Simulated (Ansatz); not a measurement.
Task: a geometry optimisation of C2H7FSSi, SMILES CS[SiH](C)F, with Ansatz 0.2.0, Python API. Give the script and its output. Level of theory: PBE, def2-SVP basis, multiplicity 1.

```xyz
12

C    -0.6874    2.2670   -0.0975
S     0.2818    1.0562   -0.9142
Si   -0.1914   -0.7080    0.2033
C     1.1138   -2.0272   -0.2105
F    -0.0204   -0.3577    1.7555
H    -1.7956    2.0639   -0.1726
H    -0.4251    2.4320    0.9443
H    -0.5519    3.2881   -0.6208
H    -1.5541   -1.0960   -0.0234
H     0.8422   -2.9460    0.3919
H     2.0589   -1.7332    0.0289
H     1.0062   -2.2944   -1.2508
```

`c2h7fssi.py`:
```python
'''Minimum-energy structure of C2H7FSSi.'''

import itertools
import warnings

import ansatz as az
from ase.data import atomic_numbers, covalent_radii
import numpy as np

GEOMETRY = '''
C    -0.68740    2.26700   -0.09750
S     0.28180    1.05620   -0.91420
Si   -0.19140   -0.70800    0.20330
C     1.11380   -2.02720   -0.21050
F    -0.02040   -0.35770    1.75550
H    -1.79560    2.06390   -0.17260
H    -0.42510    2.43200    0.94430
H    -0.55190    3.28810   -0.62080
H    -1.55410   -1.09600   -0.02340
H     0.84220   -2.94600    0.39190
H     2.05890   -1.73320    0.02890
H     1.00620   -2.29440   -1.25080
'''


def main() -> None:
    warnings.simplefilter('ignore', az.DeckWarning)

    geometry = az.Crystal.molecule()
    for line in GEOMETRY.strip().splitlines():
        symbol, *xyz = line.split()
        geometry = geometry.atom(symbol, [float(v) for v in xyz])

    job = geometry.calculation()
    job = job.basis(gaussian='def2-SVP')
    job = job.functional('pbe')
    symbols = [site.symbol for site in geometry.cartesian_sites]
    start = np.array([site.position_ang for site in geometry.cartesian_sites], dtype=float)
    def progress(event):
        if event['event'] == 'relax_step':
            row = event['data']
            print(f'step {row["step"]:3d}  E = {row["lagrangian_ev"]:.6f} eV  largest force component {row["allowed_force_max_ev_ang"]:.4f} eV/A')


    report = job.relax(force_tolerance=0.005).session().plan().execute(on_event=progress).report
    end = np.array(report['positions_ang'])

    for key in ('converged', 'free_energy_ev', 'reference_energy_ev', 'n_frozen', 'n_occupied', 'n_virtual'):
        print(f'{key:22s} {report[key]}')

    # pairs closer than 1.2 times the sum of covalent radii, before or after
    radius = [covalent_radii[atomic_numbers[s]] for s in symbols]
    span = lambda where, i, j: np.linalg.norm(where[i] - where[j])
    bonded = [(i, j) for i, j in itertools.combinations(range(len(symbols)), 2) if min(span(start, i, j), span(end, i, j)) < 1.2 * (radius[i] + radius[j])]
    print('pair        before    after (A)')
    for i, j in bonded:
        print(f'{symbols[i]}{i}-{symbols[j]}{j}'.ljust(10), f'{span(start, i, j):8.4f} {span(end, i, j):8.4f}')
    with open('c2h7fssi_opt.xyz', 'w') as handle:
        handle.write(f'{len(symbols)}\nrelaxed C2H7FSSi\n')
        handle.writelines(f'{s:2s} {x:11.6f} {y:11.6f} {z:11.6f}\n' for s, (x, y, z) in zip(symbols, end))


if __name__ == '__main__':
    main()
```

```console
$ python c2h7fssi.py
step   1  E = -23596.134538 eV  largest force component 4.3589 eV/A
step   2  E = -23596.492770 eV  largest force component 1.2550 eV/A
step   3  E = -23596.565386 eV  largest force component 0.3630 eV/A
step   4  E = -23596.536178 eV  largest force component 0.8993 eV/A
step   5  E = -23596.576311 eV  largest force component 0.0702 eV/A
step   6  E = -23596.578113 eV  largest force component 0.0539 eV/A
step   7  E = -23596.553081 eV  largest force component 0.4443 eV/A
step   8  E = -23596.579412 eV  largest force component 0.0294 eV/A
step   9  E = -23596.580153 eV  largest force component 0.0304 eV/A
step  10  E = -23596.580788 eV  largest force component 0.0236 eV/A
step  11  E = -23596.581099 eV  largest force component 0.0250 eV/A
step  12  E = -23596.581229 eV  largest force component 0.0282 eV/A
step  13  E = -23596.581287 eV  largest force component 0.0213 eV/A
step  14  E = -23596.581333 eV  largest force component 0.0177 eV/A
step  15  E = -23596.581369 eV  largest force component 0.0018 eV/A
converged              True
free_energy_ev         -23596.581406600577
reference_energy_ev    -23596.581406600577
n_frozen               0
n_occupied             [29, 29]
n_virtual              [84, 84]
pair        before    after (A)
C0-S1        1.7528   1.8412
C0-H5        1.1292   1.1074
C0-H6        1.0869   1.1064
C0-H7        1.1554   1.1061
S1-Si2       2.1413   2.1407
Si2-C3       1.9013   1.8701
Si2-F4       1.6004   1.6485
Si2-H8       1.4349   1.5028
C3-H9        1.1317   1.1089
C3-H10       1.0183   1.1085
C3-H11       1.0794   1.1086
```

File `c2h7fssi_opt.xyz` afterwards:
```text
12
relaxed C2H7FSSi
C    -0.763364    2.289898   -0.150118
S     0.547143    1.125142   -0.712080
Si   -0.057978   -0.647606    0.324105
C     1.033901   -2.053558   -0.248980
F     0.113311   -0.455713    1.952370
H    -1.770404    1.932708   -0.441184
H    -0.717957    2.439866    0.945120
H    -0.565584    3.254593   -0.653829
H    -1.525553   -0.895921    0.117082
H     0.808305   -2.974659    0.325779
H     2.103856   -1.805604   -0.099019
H     0.871324   -2.264447   -1.325144
```

What to keep in mind:
- Total energies depend on the basis set; only differences at equal settings carry meaning.
- The end point is the stationary point reached from this start; no frequency run checks that it is a minimum, and the basis set is modest.
- Hardware and time: 110 s on 1 thread of Arm Neoverse N1, with other jobs on the host, peak memory 0.23 GiB.
